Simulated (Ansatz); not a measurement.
# One shape, several levels: LiBr (SMILES [Li][Br])

Aim: a comparison of 4 runs (HF/3-21G, HF/def2-SVP, PBE0/def2-SVP, B3LYP/6-31G*) of LiBr. 

The results are computed with Ansatz 0.2.0.

15 further runs of the same task are left out: 4 for a known fault of the program, 1 that didn't finish, 10 set aside as unsound or not needed.

## 1. The system as given

LiBr: 2 atoms, total charge 0, spin state singlet. SMILES: `[Li][Br]`. The shape is that of a PBE0-D4/def2-TZVP optimisation.

Bond lengths: Li1–Br2 2.172 Å.

## 2. Energy and gradient at HF/3-21G (run 1)

The input, run.yaml:

```yaml
crystal:
  periodic: [false, false, false]
  atoms:
    - {symbol: Li, position_ang: [-0.910300, 0.277700, -0.476100]}
    - {symbol: Br, position_ang: [0.939700, -0.337900, 0.480100]}
basis:
  gaussian:
    orbitals: 3-21G-spherical.json
hamiltonian:
  xc: hf
accuracy: high
output: {forces: true, orbitals: {seedname: orbitals}}
```

The basis set 3-21G is read from a file made from the Basis Set Exchange's data (not shown).

Command:

```sh
$ ansatz run run.yaml --threads 1 --pin off --max-ram 2610MiB --events-out events.jsonl --progress --plain --runs-dir runs
```

Standard output:

```text
Warning: RAYON_NUM_THREADS=1 ignored (pool sized by the plan → 1); use --threads N
Functional definition: HF
  name "HF"
  exchange = exact_x
  correlation = 0
467 factors; integrals over basis functions are off by at most 5.3e-9 eV
mean field evaluation 1: about -69865.4223 eV, gradient 1.2e1 eV
mean field evaluation 2: about -69865.4597 eV, gradient 1.2e1 eV
mean field evaluation 4: about -69866.1218 eV, gradient 4.1e-1 eV
mean field evaluation 8: about -69866.1251 eV, gradient 1.7e-4 eV
mean field evaluation 16: about -69866.1252 eV, gradient 8.9e-9 eV
mean field -69866.12515051 eV, -2567.5327423208 hartree, gradient 8.9e-9 eV, S^2 0.000000; 0 other end points of the search recorded, 0 dependent functions left out
the calculation of the forces begins
reference -69866.12515051 eV, -2567.5327423208 hartree; 19, 19 occupied and 12, 12 virtual orbitals, 467 factors
Total energy: -69866.12515051 eV, -2567.5327423208 hartree
Atom 0 at    -0.910300     0.277700    -0.476100 Å, force    -0.513165     0.170759    -0.265237 eV/Å
Atom 1 at     0.939700    -0.337900     0.480100 Å, force     0.513165    -0.170759     0.265237 eV/Å
Dipole moment:    -1.301712     0.433154    -0.672809 e Å
```

Run time: 0.32 s. Hardware: 1 thread of Arm Neoverse V1, shared host.

## 3. Energy and forces at HF/def2-SVP (run 2)

The input, job.yaml:

```yaml
crystal:
  periodic: [false, false, false]
  atoms:
    - symbol: Li
      position_ang: [-0.910300, 0.277700, -0.476100]
    - symbol: Br
      position_ang: [0.939700, -0.337900, 0.480100]
basis:
  gaussian:
    orbitals: def2-SVP
hamiltonian:
  xc: hf
accuracy: high
output:
  forces: true
  orbitals: {seedname: orbitals}
```

Command:

```sh
$ ansatz run job.yaml --threads 1 --pin off --max-ram 2610MiB --events-out events.jsonl --progress --plain --runs-dir runs
```

Standard output:

```text
Warning: RAYON_NUM_THREADS=1 ignored (pool sized by the plan → 1); use --threads N
[... 4 set-up lines as earlier in the session ...]
703 factors; integrals over basis functions are off by at most 4.7e-9 eV
mean field evaluation 1: about -70194.6581 eV, gradient 1.3e1 eV
mean field evaluation 2: about -70194.6751 eV, gradient 1.3e1 eV
mean field evaluation 4: about -70195.2685 eV, gradient 7.6e-1 eV
mean field evaluation 8: about -70195.2747 eV, gradient 1.0e-3 eV
mean field -70195.27468277 eV, -2579.6287645257 hartree, gradient 5.6e-8 eV, S^2 0.000000; 0 other end points of the search recorded, 0 dependent functions left out
the calculation of the forces begins
reference -70195.27468277 eV, -2579.6287645257 hartree; 19, 19 occupied and 22, 22 virtual orbitals, 703 factors
Total energy: -70195.27468277 eV, -2579.6287645257 hartree
Atom 0 at    -0.910300     0.277700    -0.476100 Å, force    -0.138164     0.045975    -0.071412 eV/Å
Atom 1 at     0.939700    -0.337900     0.480100 Å, force     0.138164    -0.045975     0.071412 eV/Å
Dipole moment:    -1.312133     0.436621    -0.678196 e Å
```

It took 1.2 s on 1 thread of Arm Neoverse V1, shared host.

Run 3 isn't shown in full; the table further down has it.

## 4. Energy and gradient at B3LYP/6-31G(d) (Cartesian functions) (run 4)

The input, molecule.yaml:

```yaml
basis:
  gaussian: {orbitals: "6-31G*"}
crystal:
  periodic: [false, false, false]
  atoms:
    - {symbol: Li, position_ang: [-0.910300, 0.277700, -0.476100]}
    - {symbol: Br, position_ang: [0.939700, -0.337900, 0.480100]}
magnetization: {spin_polarized: false, initial_magnetization: 0}
hamiltonian: {xc: {name: B3LYP}}
accuracy: high
output: {forces: true, orbitals: {seedname: orbitals}}
```

Command:

```sh
$ ansatz run molecule.yaml --threads 1 --pin off --max-ram 2610MiB --events-out events.jsonl --progress --plain --runs-dir runs
```

Standard output (excerpt; [...] marks lines left out):

```text
Warning: RAYON_NUM_THREADS=1 ignored (pool sized by the plan → 1); use --threads N
Functional definition: B3LYP
  name "B3LYP"
[...]
806 factors; integrals over basis functions are off by at most 4.6e-9 eV
[...]
mean field -70245.79268829 eV, -2581.4852669863 hartree, gradient 8.0e-8 eV, S^2 0.000000; 0 other end points of the search recorded, 0 dependent functions left out
[...]
reference -70245.79271658 eV, -2581.4852680257 hartree; 19, 19 occupied and 31, 31 virtual orbitals, 806 factors
Total energy: -70245.79271658 eV, -2581.4852680257 hartree
Atom 0 at    -0.910300     0.277700    -0.476100 Å, force    -0.186226     0.061968    -0.096254 eV/Å
Atom 1 at     0.939700    -0.337900     0.480100 Å, force     0.186226    -0.061968     0.096254 eV/Å
Dipole moment:    -1.239927     0.412594    -0.640875 e Å
```

It took 3.9 s on 1 thread of Arm Neoverse V1, shared host.

## 5. Overview of the runs

```tsv
run	level	Cartesian functions	energy (Eh)	dipole moment (D)	HOMO energy (eV)	LUMO energy (eV)	wall time
1	HF/3-21G	no	-2567.532742	7.34	-9.26	-0.26	0.32 s
2	HF/def2-SVP	no	-2579.628765	7.40	-9.35	-0.09	1.2 s
3	PBE0/def2-SVP	no	-2581.115541	6.97	-6.52	-1.38	2.6 s
4	B3LYP/6-31G* (Cartesian functions)	yes	-2581.485268	6.99	-6.48	-1.67	3.9 s
```

## 6. Outcome

| quantity | value |
| --- | --- |
| run 4: total energy | -2581.48527 Eh |
| run 4: dipole moment | 6.99 D |
| run 4: HOMO energy | -6.48 eV |
| run 4: LUMO energy | -1.67 eV |
| run 4: HOMO–LUMO gap | 4.81 eV |
| run 4: largest force on an atom | 0.219 eV/Å |

In words: The dipole moment (its size) runs from 6.97 D (PBE0/def2-SVP) to 7.40 D (HF/def2-SVP). The HOMO–LUMO gap runs from 4.81 eV (B3LYP/6-31G*) to 9.26 eV (HF/def2-SVP). The two ends differ in method and basis. Totals of different functionals can't be ranked against each other. All runs together took 8 s, the longest 3.9 s.
